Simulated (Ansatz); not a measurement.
**Scandium, simple cubic: r²SCAN0 after r²SCAN**

Aim: see what exact exchange does to the levels, and what it costs. Spin polarisation is left out. The geometry was relaxed under r²SCAN beforehand and is kept. Exact exchange is dear, so the k-mesh is coarse, and r²SCAN is run on the same mesh for comparison.

Method: DFT, plane waves (500 eV) with PBE-made PAW files, scalar-relativistic; functionals as named at each step, in Ansatz 0.2.0.

## Step 1: Starting point

Symmetry: Pm-3m, No. 221, cubic system. The conventional cell has a = 2.962 Å, b = 2.962 Å, c = 2.962 Å, α = 90.00°, β = 90.00°, γ = 90.00°. Sc (site symmetry m-3m) is surrounded by 6 Sc at 2.96 Å.

As a file:

```cif
data_structure
_symmetry_space_group_name_H-M 'Pm-3m'
_symmetry_Int_Tables_number 221
_cell_length_a 2.9619
_cell_length_b 2.9619
_cell_length_c 2.9619
_cell_angle_alpha 90.000
_cell_angle_beta 90.000
_cell_angle_gamma 90.000
_cell_volume 25.98
loop_
_atom_site_label
_atom_site_type_symbol
_atom_site_symmetry_multiplicity
_atom_site_Wyckoff_symbol
_atom_site_fract_x
_atom_site_fract_y
_atom_site_fract_z
_atom_site_occupancy
Sc1 Sc 1 a 0.00000 0.00000 0.00000 1
```

## Step 2: r²SCAN, coarse mesh

The run with r²SCAN.

File input.yaml:

```yaml
crystal:
  lattice:
    - [2.9619194164, 0.0, 0.0]
    - [0.0, 2.9619194164, 0.0]
    - [0.0, 0.0, 2.9619194164]
  atoms:
    - { symbol: Sc, position: [0.0, 0.0, 0.0] }
hamiltonian:
  xc: r2scan
  pseudopotentials:
    kind: paw
    azcp:
      Sc: "pseudopotentials/Sc.paw.azcp"
basis:
  ecutwfc: 500
  fft_grid_basis: typed
kpoints:
  mp_grid: { grid: [6, 6, 6], shift: [0, 0, 0] }
magnetization:
  spin_polarized: false
scf:
  occupations: { method: fermi_dirac, width: 0.1 }
```

On the command line:

```
> ansatz run input.yaml --threads 4 --pin off --max-ram 8192MiB --backend cpu --events-out ev --progress --plain --runs-dir out
```

What it wrote:

```text
Warning: RAYON_NUM_THREADS=4 ignored (pool sized by the plan → 4); use --threads N
Engine: ansatz 0.2.0, x86_64-unknown-linux-gnu
Pseudopotentials: kind: paw
Pseudopotential: Sc, paw, valence charge 11, recommended cutoff 500 eV (meta_gga), <dir>
Functional definition: r2SCAN
  parameter k0 = 0.174
  parameter k1 = 0.065
  parameter a1 = 4.9479
  exchange = r2scan_x(k0 = k0, k1 = k1, a1 = a1)
  correlation = r2scan_c
Crystal: 1 atoms, lattice volume = 25.985 Å³
Basis set: ecut = 500 eV, 691 PW (Γ), exchange–correlation on 96×96×96 points (64 copies of the dense FFT grid, shifted against one another)
Bands: 10, of which v1, the nominal top of the filled ones, is band 6 counted from 1 (5 counted from 0)
Symmetry: 48 space group operations
Space group: Pm-3m (ITA 221), of the structure as read, at distance tolerance 3.0e-5 Å
k-points: 20 of 216
Non-local potential: Sc, projectors of the file, l = 0: 3, l = 1: 2, l = 2: 3, l = 3: 1
PAW form: soft (Blöchl's): semilocal exchange-correlation on the pseudo side does not see the compensation charge
PAW frozen core: Sc, regenerated for the run's functional (the file was generated under x = pbe(κ = 0.804, μ = 0.2195149727645171), c = pbe(β = 0.06672455060314922))
PAW one-centre angular grid: Sc, 590 points (default); XC on 160 Gauss nodes
Initial density: superposition of atomic densities (neutral atoms: chi_scale 0, normalization atom), corrected by the library's trained network
Initial wavefunctions: pseudopotential atomic-orbital guess
Functional: x = r2scan, c = r2scan; τ floored in thin density (d = 2e-4 eV/Å³)
SCF iter   1: F=—  HF=-2139.769413 eV  |F-HF|=—  |Δ(HF+E_count)|=         —  Δρ=7.80e-3  dr2=8.37e-3  dr2_τ=3.50e-3  ethr=1.77e-3  ⟨swp⟩=4.4  Hψ=1135  notcnv=0
preconditioner: auto → none  [metal: Δε(μ)=0.021 eV  Ē_g=3.917 eV  σ=0.100 eV  W_gap=0.05  n_scr=6 (ndim 8)  ℏωp=12.6 eV  f_vac=0.000  D(μ)=2.52/eV (n_scr^D=26)  sad-step TF]
SCF iter   2: F=—  HF=-2139.794376 eV  |F-HF|=—  |Δ(HF+E_count)|=   2.50e-2  Δρ=3.32e-3  dr2=1.27e-3  dr2_τ=1.24e-4  ethr=7.61e-5  ⟨swp⟩=2.8  Hψ=534  notcnv=0
SCF iter   3: F=—  HF=-2139.794674 eV  |F-HF|=—  |Δ(HF+E_count)|=   2.98e-4  Δρ=9.08e-4  dr2=6.01e-5  dr2_τ=1.30e-5  ethr=1.15e-5  ⟨swp⟩=2.9  Hψ=329  notcnv=0
SCF iter   4: F=—  HF=-2139.794774 eV  |F-HF|=—  |Δ(HF+E_count)|=   1.00e-4  Δρ=2.64e-4  dr2=7.36e-6  dr2_τ=4.11e-7  ethr=5.47e-7  ⟨swp⟩=2.8  Hψ=310  notcnv=0
SCF iter   5: F=—  HF=-2139.794782 eV  |F-HF|=—  |Δ(HF+E_count)|=   8.04e-6  Δρ=5.28e-5  dr2=3.37e-7  dr2_τ=1.33e-8  ethr=6.69e-8  ⟨swp⟩=2.1  Hψ=309  notcnv=0
SCF iter   6: F=-2139.794783 eV  HF=-2139.794783 eV  |F-HF|=5.96e-9  |Δ(HF+E_count)|=   4.83e-7  Δρ=7.85e-6  dr2=1.31e-8  dr2_τ=4.42e-10  ethr=9.09e-10  ⟨swp⟩=2.1  Hψ=403  notcnv=0
SCF 1 converged in 6 iterations: F = -2139.794783 eV  dr2 = 1.31e-8
SCF converged after 6 iterations
Free energy (F): -2139.794783 eV
Harris-Foulkes:  -2139.794783 eV  (|F-HF|=5.96e-9)
Internal energy: -2139.713872 eV  (E = F + TS)
E sigma→0 (E₀):  -2139.754328 eV
Entropy (-TS):   -0.080911 eV (-80.911 meV/atom)
Fermi energy:    8.952217 eV
--- Per-component energies (eV) ---
  E_band       = -187.074274
  E_kinetic    = 260.673683
  E_local      = -893.076406  (includes V_loc(G=0)·N_el)
  E_nonlocal   = 83.998722
  E_hartree    = 307.741040
  E_xc         = -99.531664
  E_vxc        = -140.806855  (∫ρ·V_xc dr)
  E_paw        = -964.756804  (= ΣΔE_a)
  E_vpaw       = -122.726873  (= ΣTr[D̂ρ^β])
  E_aug_tail   = 0.000005  (compensation charges beyond the density's cutoff)
  E_vtau       = 9.380152  (kinetic-family band-sum trace: ∫τ·v_τ [+ j·A + Jᵃ·Aᵃ] dr)
  E_ewald      = -834.523956
  E_core_change = -0.238492  (= ΣΔE_core)
  E_smearing   = -0.080911  (= −TS)
  E_closure    = -0.000000  (closes the sum)
  Σ components = -2139.794783   (vs F -2139.794783, Δ=0.00e0)
```

Run time: 0.82 s. Hardware: 4 threads of Intel Xeon Platinum 8259CL at 2.50GHz (Skylake/Cascade Lake), shared host; peak memory 0.34 GiB.

## Step 3: r²SCAN0, coarse mesh

The run with r²SCAN0.

input.yaml, as its differences from that of step 2:

```diff
@@ -8,3 +8,3 @@
 hamiltonian:
-  xc: r2scan
+  xc: r2scan0
   pseudopotentials:
```

On the command line:

```
> ansatz run input.yaml --threads 4 --pin off --max-ram 8192MiB --backend cpu --events-out ev --progress --plain --runs-dir out
```

What it wrote:

```text
Warning: RAYON_NUM_THREADS=4 ignored (pool sized by the plan → 4); use --threads N
[... 3 set-up lines as earlier in the session ...]
Functional definition: r2SCAN0
  parameter a = 0.25
[... 3 set-up lines as earlier in the session ...]
  exchange = (1 - a)*r2scan_x(k0 = k0, k1 = k1, a1 = a1) + a*exact_x
[... 1 set-up line as earlier in the session ...]
Crystal: 1 atoms, lattice volume = 25.985 Å³
Basis set: ecut = 500 eV, 691 PW (Γ), exchange–correlation on 96×96×96 points (64 copies of the dense FFT grid, shifted against one another)
Bands: 10, of which v1, the nominal top of the filled ones, is band 6 counted from 1 (5 counted from 0)
[... 2 set-up lines as earlier in the session ...]
k-points: 20 of 216
[... 2 set-up lines as earlier in the session ...]
PAW frozen core: Sc, regenerated for the run's functional, and the local potential with it (the file was generated under x = pbe(κ = 0.804, μ = 0.2195149727645171), c = pbe(β = 0.06672455060314922))
[... 3 set-up lines as earlier in the session ...]
Functional: x = r2scan, c = r2scan; τ floored in thin density (d = 2e-4 eV/Å³), warm-up for x = 0.75 r2scan + 0.25 exact, c = r2scan; τ floored in thin density (d = 2e-4 eV/Å³)
SCF iter   1: F=—  HF=-2139.769919 eV  |F-HF|=—  |Δ(HF+E_count)|=         —  Δρ=7.82e-3  dr2=8.61e-3  dr2_τ=3.43e-3  ethr=1.77e-3  ⟨swp⟩=6.0  Hψ=771  notcnv=0
preconditioner: auto → none  [metal: Δε(μ)=0.022 eV  Ē_g=3.923 eV  σ=0.100 eV  W_gap=0.05  n_scr=6 (ndim 8)  ℏωp=12.6 eV  f_vac=0.000  D(μ)=2.52/eV (n_scr^D=26)  sad-step TF]
SCF iter   2: F=—  HF=-2139.795022 eV  |F-HF|=—  |Δ(HF+E_count)|=   2.51e-2  Δρ=3.45e-3  dr2=1.39e-3  dr2_τ=1.04e-4  ethr=7.83e-5  ⟨swp⟩=3.9  Hψ=595  notcnv=0
iter 3 solved again at ethr=5.38e-7 eV; its pass at ethr=1.26e-5 eV (dr2=5.92e-5 eV) is discarded
SCF iter   3: F=—  HF=-2139.795304 eV  |F-HF|=—  |Δ(HF+E_count)|=   2.82e-4  Δρ=8.69e-4  dr2=5.94e-5  dr2_τ=1.23e-5  ethr=5.38e-7  ⟨swp⟩=2.6  Hψ=760  notcnv=0
SCF iter   4: F=—  HF=-2139.795396 eV  |F-HF|=—  |Δ(HF+E_count)|=   9.22e-5  Δρ=2.82e-4  dr2=7.64e-6  dr2_τ=4.88e-7  ethr=5.38e-7  ⟨swp⟩=3.3  Hψ=394  notcnv=0
SCF iter   5: F=—  HF=-2139.795406 eV  |F-HF|=—  |Δ(HF+E_count)|=   9.62e-6  Δρ=4.79e-5  dr2=2.44e-7  dr2_τ=1.15e-8  ethr=6.95e-8  ⟨swp⟩=3.0  Hψ=440  notcnv=0
SCF iter   6: F=—  HF=-2139.795406 eV  |F-HF|=—  |Δ(HF+E_count)|=   4.47e-7  Δρ=9.52e-6  dr2=2.89e-8  dr2_τ=5.92e-10  ethr=2.22e-9  ⟨swp⟩=3.6  Hψ=441  notcnv=0
SCF iter   7: F=—  HF=-2139.795406 eV  |F-HF|=—  |Δ(HF+E_count)|=   8.81e-9  Δρ=2.60e-6  dr2=1.53e-9  dr2_τ=2.48e-11  ethr=2.63e-10  ⟨swp⟩=3.0  Hψ=375  notcnv=0
SCF iter   8: F=-2139.795406 eV  HF=-2139.795406 eV  |F-HF|=1.23e-11  |Δ(HF+E_count)|=   1.45e-9  Δρ=3.30e-7  dr2=2.33e-11  dr2_τ=6.08e-13  ethr=1.39e-11  ⟨swp⟩=3.5  Hψ=399  notcnv=0
SCF 1 converged in 8 iterations: F = -2139.795406 eV  dr2 = 2.33e-11
Initial density: handed on by an earlier stage of this run
Initial wavefunctions: those handed on with the density
Functional: x = 0.75 r2scan + 0.25 exact, c = r2scan; τ floored in thin density (d = 2e-4 eV/Å³)
Frozen-core exchange: fock
iter 1 solved again at ethr=3.19e-4 eV; its pass at ethr=1.00e-1 eV (dr2=3.51e-2 eV) is discarded
SCF iter   1: F=—  HF=-2138.741576 eV  |F-HF|=—  |Δ(HF+E_count)|=         —  Δρ=1.23e-2  dr2=6.71e-2  dr2_τ=1.18e-3  ethr=3.19e-4  ⟨swp⟩=4.4  Hψ=1016  notcnv=0
eigensolver tolerance schedule calibrated: the retry pair's looser diagonalisation under-reported the residual by θ = 0.37 (0.15/decade); ethr = c·dr2/N_el runs at the constant in force after the calibration composes with the one it found (an armed cap, an earlier calibration), c = 4.4e-2
preconditioner: auto → none  [insulator: Δε(μ)=0.252 eV  Ē_g=5.410 eV  σ=0.100 eV  W_gap=0.50  n_scr=6 (ndim 8)  ℏωp=12.6 eV  f_vac=0.000  D(μ)=1.28/eV (n_scr^D=6)]
SCF iter   2: F=—  HF=-2138.717947 eV  |F-HF|=—  |Δ(HF+E_count)|=   2.36e-2  Δρ=2.27e-3  dr2=7.18e-3  dr2_τ=7.01e-4  ethr=2.26e-4  ⟨swp⟩=4.0  Hψ=640  notcnv=0  defer=1
SCF iter   3: F=—  HF=-2138.717776 eV  |F-HF|=—  |Δ(HF+E_count)|=   1.70e-4  Δρ=9.92e-4  dr2=6.63e-3  dr2_τ=1.60e-5  ethr=2.28e-6  ⟨swp⟩=3.0  Hψ=373  notcnv=0
SCF iter   4: F=—  HF=-2138.717778 eV  |F-HF|=—  |Δ(HF+E_count)|=   1.33e-6  Δρ=6.18e-5  dr2=5.10e-7  dr2_τ=7.09e-8  ethr=4.01e-7  ⟨swp⟩=3.0  Hψ=456  notcnv=0
SCF iter   5: F=-2138.717778 eV  HF=-2138.717778 eV  |F-HF|=7.40e-9  |Δ(HF+E_count)|=   3.09e-7  Δρ=1.14e-5  dr2=1.46e-8  dr2_τ=2.47e-9  ethr=2.06e-9  ⟨swp⟩=3.6  Hψ=589  notcnv=0
SCF 2 converged in 5 iterations: F = -2138.717778 eV  dr2 = 1.46e-8
hybrid outer 1: dexx = +1.856e-2 eV, tail = 1.74e-2 eV
Frozen-core exchange: fock
SCF iter   1: F=—  HF=-2138.742603 eV  |F-HF|=—  |Δ(HF+E_count)|=         —  Δρ=1.86e-3  dr2=2.21e-3  dr2_τ=2.01e-5  ethr=7.92e-4  ⟨swp⟩=2.5  Hψ=411  notcnv=0
preconditioner: auto → none  [insulator: Δε(μ)=0.443 eV  Ē_g=5.305 eV  σ=0.100 eV  W_gap=0.63  n_scr=6 (ndim 8)  ℏωp=12.6 eV  f_vac=0.000  D(μ)=1.00/eV (n_scr^D=6)]
iter 2 solved again at ethr=2.32e-7 eV; its pass at ethr=1.28e-5 eV (dr2=2.56e-5 eV) is discarded
SCF iter   2: F=—  HF=-2138.742136 eV  |F-HF|=—  |Δ(HF+E_count)|=   4.67e-4  Δρ=2.90e-4  dr2=7.48e-4  dr2_τ=4.63e-7  ethr=2.32e-7  ⟨swp⟩=2.9  Hψ=806  notcnv=0
SCF iter   3: F=-2138.744645 eV  HF=-2138.744658 eV  |F-HF|=1.28e-5  |Δ(HF+E_count)|=   2.52e-3  Δρ=2.94e-4  dr2=3.38e-4  dr2_τ=8.77e-7  ethr=2.26e-7  ⟨swp⟩=4.3  Hψ=504  notcnv=0
SCF 3 stopped early in 3 iterations: F = -2138.744645 eV  dr2 = 3.38e-4
hybrid outer 2: dexx = +3.491e-3 eV, tail = 2.76e-3 eV, Δε = 3.03e-1 eV (about 7.34e-2 eV left of the loop's levels)
Frozen-core exchange: fock
SCF iter   1: F=—  HF=-2138.745291 eV  |F-HF|=—  |Δ(HF+E_count)|=         —  Δρ=3.70e-4  dr2=4.57e-4  dr2_τ=8.34e-7  ethr=3.12e-5  ⟨swp⟩=2.0  Hψ=401  notcnv=0
preconditioner: auto → none  [insulator: Δε(μ)=0.477 eV  Ē_g=5.291 eV  σ=0.100 eV  W_gap=0.63  n_scr=6 (ndim 8)  ℏωp=12.6 eV  f_vac=0.000  D(μ)=0.97/eV (n_scr^D=6)]
SCF iter   2: F=—  HF=-2138.746137 eV  |F-HF|=—  |Δ(HF+E_count)|=   8.46e-4  Δρ=5.84e-4  dr2=7.70e-4  dr2_τ=1.73e-6  ethr=1.62e-7  ⟨swp⟩=3.1  Hψ=451  notcnv=0
SCF iter   3: F=—  HF=-2138.749876 eV  |F-HF|=—  |Δ(HF+E_count)|=   3.74e-3  Δρ=1.60e-3  dr2=9.89e-4  dr2_τ=1.36e-5  ethr=1.62e-7  ⟨swp⟩=3.7  Hψ=455  notcnv=0
SCF iter   4: F=—  HF=-2138.750034 eV  |F-HF|=—  |Δ(HF+E_count)|=   1.59e-4  Δρ=8.57e-4  dr2=9.08e-4  dr2_τ=1.54e-6  ethr=1.62e-7  ⟨swp⟩=3.0  Hψ=443  notcnv=0
SCF iter   5: F=—  HF=-2138.752294 eV  |F-HF|=—  |Δ(HF+E_count)|=   2.26e-3  Δρ=9.03e-4  dr2=1.38e-4  dr2_τ=8.16e-6  ethr=1.62e-7  ⟨swp⟩=4.2  Hψ=509  notcnv=0
SCF iter   6: F=—  HF=-2138.752324 eV  |F-HF|=—  |Δ(HF+E_count)|=   3.03e-5  Δρ=1.47e-4  dr2=2.48e-5  dr2_τ=3.84e-7  ethr=1.62e-7  ⟨swp⟩=3.8  Hψ=497  notcnv=0
iter 7 solved again at ethr=1.92e-10 eV; its pass at ethr=6.88e-8 eV (dr2=2.12e-8 eV) is discarded
SCF iter   7: F=—  HF=-2138.752322 eV  |F-HF|=—  |Δ(HF+E_count)|=   2.48e-6  Δρ=1.22e-5  dr2=1.71e-5  dr2_τ=7.37e-9  ethr=1.92e-10  ⟨swp⟩=4.2  Hψ=996  notcnv=0
eigensolver tolerance schedule: the retry pair's looser diagonalisation over-reported the residual by 0.13 of it (diagonalisation noise at 0.13 of the residual, at the tolerance the schedule requests for it); recorded, not acted on — ethr = c·dr2/N_el stays at c = 1.0e-1
SCF iter   8: F=-2138.752353 eV  HF=-2138.752353 eV  |F-HF|=9.69e-8  |Δ(HF+E_count)|=   3.11e-5  Δρ=2.69e-5  dr2=6.56e-7  dr2_τ=8.62e-9  ethr=1.70e-10  ⟨swp⟩=4.7  Hψ=696  notcnv=0
SCF 4 stopped early in 8 iterations: F = -2138.752353 eV  dr2 = 6.56e-7
hybrid outer 3: dexx = +2.077e-2 eV, tail = 6.89e-6 eV, Δε = 4.31e-1 eV (about 1.32e-2 eV left of the loop's levels)
Frozen-core exchange: fock
SCF iter   1: F=—  HF=-2138.752385 eV  |F-HF|=—  |Δ(HF+E_count)|=         —  Δρ=1.53e-5  dr2=6.69e-8  dr2_τ=1.18e-8  ethr=1.63e-7  ⟨swp⟩=2.6  Hψ=415  notcnv=0
preconditioner: auto → none  [insulator: Δε(μ)=0.594 eV  Ē_g=5.360 eV  σ=0.100 eV  W_gap=0.90  n_scr=6 (ndim 8)  ℏωp=12.6 eV  f_vac=0.000  D(μ)=0.32/eV (n_scr^D=0)]
iter 2 solved again at ethr=3.55e-11 eV; its pass at ethr=3.57e-10 eV (dr2=3.90e-9 eV) is discarded
SCF iter   2: F=-2138.752385 eV  HF=-2138.752385 eV  |F-HF|=2.09e-9  |Δ(HF+E_count)|=   3.37e-8  Δρ=8.17e-6  dr2=3.40e-8  dr2_τ=1.93e-9  ethr=3.55e-11  ⟨swp⟩=2.2  Hψ=870  notcnv=0  defer=1
SCF 5 converged in 2 iterations: F = -2138.752385 eV  dr2 = 3.40e-8
hybrid outer 4: dexx = +1.053e-7 eV, tail = 1.42e-7 eV, Δε = 8.98e-4 eV (about 5.51e-4 eV left of the loop's levels)
hybrid SCF converged: 4 outer / 18 inner (+8 warm-up), last move |dexx| = 1.05e-7 eV, tail = 1.42e-7 eV
Stability not checked: this state was not tested for a lower state beside it, because the functional holds exact exchange (a hybrid, or Hartree-Fock), whose exchange loop this test does not read (fock_operator; see scf.lower_state_search)
Free energy (F): -2138.752386 eV
Frozen-core exchange: fock
Harris-Foulkes:  -2138.752386 eV  (|F-HF|=2.09e-9)
Internal energy: -2138.737450 eV  (E = F + TS)
E sigma→0 (E₀):  -2138.744918 eV
Entropy (-TS):   -0.014936 eV (-14.936 meV/atom)
Fermi energy:    9.194351 eV
--- Per-component energies (eV) ---
  E_band       = -213.970072
  E_kinetic    = 259.824804
  E_local      = -885.190561  (includes V_loc(G=0)·N_el)
  E_nonlocal   = 81.437736
  E_hartree    = 302.539144
  E_xc         = -77.290779
  E_vxc        = -107.163767  (∫ρ·V_xc dr)
  E_exx        = -37.331125  (= α·E_x^exact, valence–valence)
  E_paw        = -947.887059  (= ΣΔE_a)
  E_vpaw       = -99.436837  (= ΣTr[D̂ρ^β])
  E_aug_tail   = 0.000005  (compensation charges beyond the density's cutoff)
  E_vtau       = 6.141378  (kinetic-family band-sum trace: ∫τ·v_τ [+ j·A + Jᵃ·Aᵃ] dr)
  E_ewald      = -834.523956
  E_core_change = -0.315658  (= ΣΔE_core)
  E_smearing   = -0.014936  (= −TS)
  E_closure    = 0.000000  (closes the sum)
  Σ components = -2138.752386   (vs F -2138.752386, Δ=0.00e0)
--- Band table (eV; the first three rows and the last of 20) ---
  k-point 0: bands = ["-47.1217", "-23.2098", "-23.2098", "-23.2098", "2.1437", "8.2504", "8.2504", "14.2956"]
  k-point 1: bands = ["-47.1046", "-23.3604", "-23.1963", "-23.1963", "2.7948", "8.5803", "8.6904", "13.7438"]
  k-point 2: bands = ["-47.0704", "-23.6475", "-23.1710", "-23.1710", "4.5328", "8.7151", "9.5855", "12.8396"]
  k-point 19: bands = ["-46.9297", "-23.6101", "-23.6101", "-23.6101", "8.5617", "8.5617", "8.5617", "15.2345"]
  guard bands above this table: 2 of the run's 10 bands. The solve was not asked for them (output.publish_guard_bands: true or output.eigenvalues: true publishes all)
```

It took 11 s on 4 threads of Intel Xeon Platinum 8259CL at 2.50GHz (Skylake/Cascade Lake), shared host; peak memory 1.1 GiB.

## Step 4: The functionals compared

| functional | gap on the mesh | Fermi energy (eV) | SCF cycles | exchange loops | CPU time |
| --- | --- | --- | --- | --- | --- |
| r²SCAN | none (levels filled in part) | 8.952 | 6 | - | 1.9 s |
| r²SCAN0 | none (levels filled in part) | 9.194 | 26 | 4 | 34 s |

## Step 5: What came out

| quantity | value |
| --- | --- |
| r²SCAN: gap | none (levels filled in part) |
| r²SCAN0: gap | none (levels filled in part) |
| r²SCAN0: SCF cycles, exchange loops | 26, 4 |
| r²SCAN0: CPU time over that of r²SCAN | 17 |

**Reading.** Both r²SCAN and r²SCAN0 leave levels filled in part. The hybrid took 17 times as much CPU time as r²SCAN on the same settings. r²SCAN0 needed 4 outer loops of the exchange operator. The total energies in the logs cannot be compared from one functional to another.
